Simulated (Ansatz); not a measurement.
# CH5NO2SSi: the cost of one run

Program: Ansatz 0.2.0. Level of theory: RKS B3LYP/cc-pVDZ. These are calculated values, not measurements.

## 1. Starting point

Bond lengths: N1–Si2 1.675 Å, Si2–O3 1.609 Å, Si2–O4 1.598 Å, Si2–C5 1.812 Å, O4–C5 1.383 Å, C5–S6 1.749 Å, N1–H7 1.017 Å, N1–H8 0.964 Å, O3–H9 1.030 Å, C5–H10 1.057 Å, S6–H11 1.360 Å. Angles (14 of 18 angles, heavy atoms first): N1–Si2–O3 104.7°, N1–Si2–O4 104.3°, N1–Si2–C5 126.0°, O3–Si2–O4 104.4°, O3–Si2–C5 124.7°, O4–Si2–C5 47.3°, Si2–O4–C5 74.5°, Si2–C5–O4 58.2°, Si2–C5–S6 119.5°, O4–C5–S6 113.7°, Si2–N1–H7 104.8°, Si2–N1–H8 108.9°, Si2–O3–H9 115.3°, Si2–C5–H10 118.7°.

As a file:

```xyz
11

N    -0.1641   -1.4645   -1.5524
Si    0.4281   -0.3128   -0.4905
O     1.5029   -1.1021    0.4093
O    -0.7903   -0.0269    0.5031
C    -0.4174    1.2098    0.0088
S     0.3213    2.2519    1.2033
H    -1.0386   -1.7755   -1.1367
H     0.4606   -2.1966   -1.5990
H     1.5519   -0.8079    1.3949
H    -1.0131    1.7167   -0.7027
H    -0.7759    2.4510    1.9824
```

## 2. End point A

Contents of input.yaml:

```yaml
crystal:
  periodic: [false, false, false]
  atoms:
    - { symbol: "N", position_ang: [-0.1641, -1.4645, -1.5524] }
    - { symbol: Si, position_ang: [0.4281, -0.3128, -0.4905] }
    - { symbol: O, position_ang: [1.5029, -1.1021, 0.4093] }
    - { symbol: O, position_ang: [-0.7903, -0.0269, 0.5031] }
    - { symbol: C, position_ang: [-0.4174, 1.2098, 0.0088] }
    - { symbol: S, position_ang: [0.3213, 2.2519, 1.2033] }
    - { symbol: H, position_ang: [-1.0386, -1.7755, -1.1367] }
    - { symbol: H, position_ang: [0.4606, -2.1966, -1.599] }
    - { symbol: H, position_ang: [1.5519, -0.8079, 1.3949] }
    - { symbol: H, position_ang: [-1.0131, 1.7167, -0.7027] }
    - { symbol: H, position_ang: [-0.7759, 2.451, 1.9824] }
basis:
  gaussian: { orbitals: cc-pVDZ }
hamiltonian:
  xc: b3lyp
relax:
  f_tol: 0.015
  max_steps: 40
```

Started as:

```console
> ansatz run input.yaml --threads 2 --pin off --max-ram 3072MiB --backend cpu --events-out ev --progress --plain --runs-dir out
```

What time and memory should one allow on 2 threads of Arm Neoverse V1, shared host?

About 64 s, with a peak of 0.29 GiB.
